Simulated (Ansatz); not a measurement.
# Br₂GaHS: up Jacob's ladder to CCSD(T)

An exercise on one series of results from a longer session: the logs are not shown, and one member is left open.

Program: Ansatz 0.2.0, Gaussian basis. Level of theory: functionals in def2-TZVPP, the program's frozen cores in correlated methods. These are calculated values, not measurements.

Levels to be run: LDA (SPW92), PBE-D4, revPBE-D4, BLYP-D4, r2SCAN-D4, B97M-V, PBE0-D4, B3LYP-D4, r2SCANh-D4, r2SCAN0-D4, HSE06-D4, BHLYP-D4, CAM-B3LYP-D4, LC-ωPBE, ωB97X-V, ωB97M-V, B2PLYP, PBE-QIDH; CCSD(T)/def2-SVP; CCSD(T)/def2-TZVPP; MP2/def2-QZVPP; extrapolation to the limit; RPA on PBE.

## The relaxed structure

An earlier PBE0-D4 in a triple-zeta def2 set relaxation fixed the geometry.

SMILES `[SH][Ga]([Br])[Br]`, 5 atoms, charge 0, spin multiplicity 1.

Atoms are counted from 1 here; the program's logs count them from 0.

Bond lengths: S1–Ga2 2.179 Å, S1–H5 1.345 Å, Ga2–Br3 2.267 Å, Ga2–Br4 2.273 Å. Angles: Ga2–S1–H5 92.5°, S1–Ga2–Br3 119.7°, S1–Ga2–Br4 121.2°, Br3–Ga2–Br4 119.1°.

The first run:

Contents of in.yaml:

```yaml
crystal:
  periodic: [false, false, false]
  atoms:
    - {symbol: S, position_ang: [0.152123, 1.656237, 0.573657]}
    - {symbol: Ga, position_ang: [0.255288, -0.448257, 0.018472]}
    - {symbol: Br, position_ang: [1.991059, -1.715872, 0.740028]}
    - {symbol: Br, position_ang: [-1.349645, -1.404223, -1.276103]}
    - {symbol: H, position_ang: [-0.998824, 1.838414, -0.097453]}
basis:
  gaussian: {orbitals: def2-TZVPP}
hamiltonian: {xc: lda}
output: {orbitals: {seedname: orbitals}}
```

Command:

```sh
$ ansatz run in.yaml --threads 4 --pin off --events-out ev --progress --plain --max-ram 10444MiB
```

Steps of the session up to this table: LDA; PBE-D4 (GGA); revPBE-D4 (GGA); BLYP-D4 (GGA); r2SCAN-D4 (meta-GGA); B97M-V (meta-GGA); PBE0-D4 (hybrid); B3LYP-D4 (hybrid); r2SCANh-D4 (hybrid); r2SCAN0-D4 (hybrid); HSE06-D4 (hybrid); BHLYP-D4 (hybrid); CAM-B3LYP-D4 (range-separated); LC-ωPBE (range-separated); ωB97X-V (range-separated); ωB97M-V (range-separated); B2PLYP (double hybrid); PBE-QIDH (double hybrid).

One table of the session follows, with a row left open; its other results are not shown here.

It belongs to the step «Frontier levels by functional». 

```
  functional  HOMO (eV)  LUMO (eV)  gap (eV)
 LDA (SPW92)      -7.18      -2.99      4.19
      PBE-D4      -7.02      -2.67      4.35
   revPBE-D4      -6.96      -2.56      4.41
     BLYP-D4      -6.84      -2.61      4.22
   r2SCAN-D4      -7.34      -2.45      4.89
      B97M-V      -7.37      -2.39      4.98
     PBE0-D4      -8.25      -1.79      6.46
    B3LYP-D4      -7.99      -2.09      5.89
  r2SCANh-D4      -7.79      -2.13      5.66
  r2SCAN0-D4      -8.46      -1.66      6.80
    HSE06-D4      -7.85      -2.16      5.69
    BHLYP-D4      -9.31      -0.88      8.43
CAM-B3LYP-D4      -9.56      -0.84      8.71
     LC-ωPBE          ?          ?         ?
     ωB97X-V     -10.61       0.26     10.87
     ωB97M-V     -10.43       0.09     10.53
```

Estimate the missing values for LC-ωPBE.

As computed: HOMO (eV): -10.99; LUMO (eV): 0.38; gap (eV): 11.37. In the column «HOMO (eV)» it is the lowest.
